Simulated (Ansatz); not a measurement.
# F2GeH3Si: the cost of one run

Program: Ansatz 0.2.0 through its Python package. Level of theory: PBE0/6-31G*. These are calculated values, not measurements.

## (1) The system

Bond lengths: F1–Ge2 1.791 Å, Ge2–F3 1.772 Å, Ge2–Si4 2.297 Å, Si4–H5 1.527 Å, Si4–H6 1.516 Å, Si4–H7 1.428 Å. Angles: F1–Ge2–F3 110.1°, F1–Ge2–Si4 110.0°, F3–Ge2–Si4 110.5°, Ge2–Si4–H5 108.2°, Ge2–Si4–H6 109.1°, Ge2–Si4–H7 112.3°, H5–Si4–H6 105.7°, H5–Si4–H7 110.9°, H6–Si4–H7 110.4°.

Input file f2geh3si.xyz:

```xyz
7

F     1.69100   -1.00920    1.60870
Ge    0.62130   -1.22630    0.18860
F    -0.70920   -2.32560    0.58950
Si   -0.19510    0.80810   -0.49880
H    -1.12060    0.57400   -1.69060
H    -1.07300    1.38610    0.59350
H     0.84690    1.72500   -0.83660
```

## (2) Script

File tae_f2geh3si.py:

```python
# -*- coding: utf-8 -*-
"""Energy to split F2GeH3Si into its atoms."""

from collections import Counter

import ansatz


def single_point(molecule, charge=0, unpaired=0):
    calc = (
        molecule.calculation()
        .basis(gaussian="6-31G*")
        .functional("PBE0")
    )
    if charge:
        calc = calc.charge(charge)
    if unpaired:
        calc = calc.spin("collinear", total=unpaired)
    return calc.run().report["free_energy_ev"]


def main():
    system = ansatz.Crystal.molecule_from_extxyz("f2geh3si.xyz")

    # unpaired electrons of the ground-state atoms
    unpaired = {"F": 1, "Ge": 2, "Si": 2, "H": 1}
    counts = Counter(site.symbol for site in system.cartesian_sites)
    atom_energy = {s: single_point(ansatz.Crystal.molecule().atom(s, (0, 0, 0)), 0, unpaired[s]) for s in counts}
    whole = single_point(system, 0, 1)
    for s, e in atom_energy.items():
        print(f"{s:2s} x{counts[s]}  {e:14.5f} eV")
    print(f"F2GeH3Si: {whole:.5f} eV")
    split = sum(counts[s] * e for s, e in atom_energy.items()) - whole
    print(f"atomisation energy (no zero-point term): {23.060548 * split:.1f} kcal/mol, {split / sum(counts.values()):.3f} eV an atom")


if __name__ == "__main__":
    main()
```

## (3) The calls as engine input

The engine receives this input (first run):

```yaml
crystal:
  periodic: [false, false, false]
  atoms:
    - { symbol: F, position_ang: [0.0, 0.0, 0.0] }
basis:
  gaussian:
    orbitals: "6-31G*"
hamiltonian:
  xc: pbe0
magnetization:
  spin_polarized: true
  initial_magnetization: 1.0
```

## (4) Running it

Command:

```sh
python tae_f2geh3si.py
```

What time and memory should one allow on 1 thread of Arm Neoverse V2, shared host?

About 7.2 s, with a peak of 0.32 GiB.
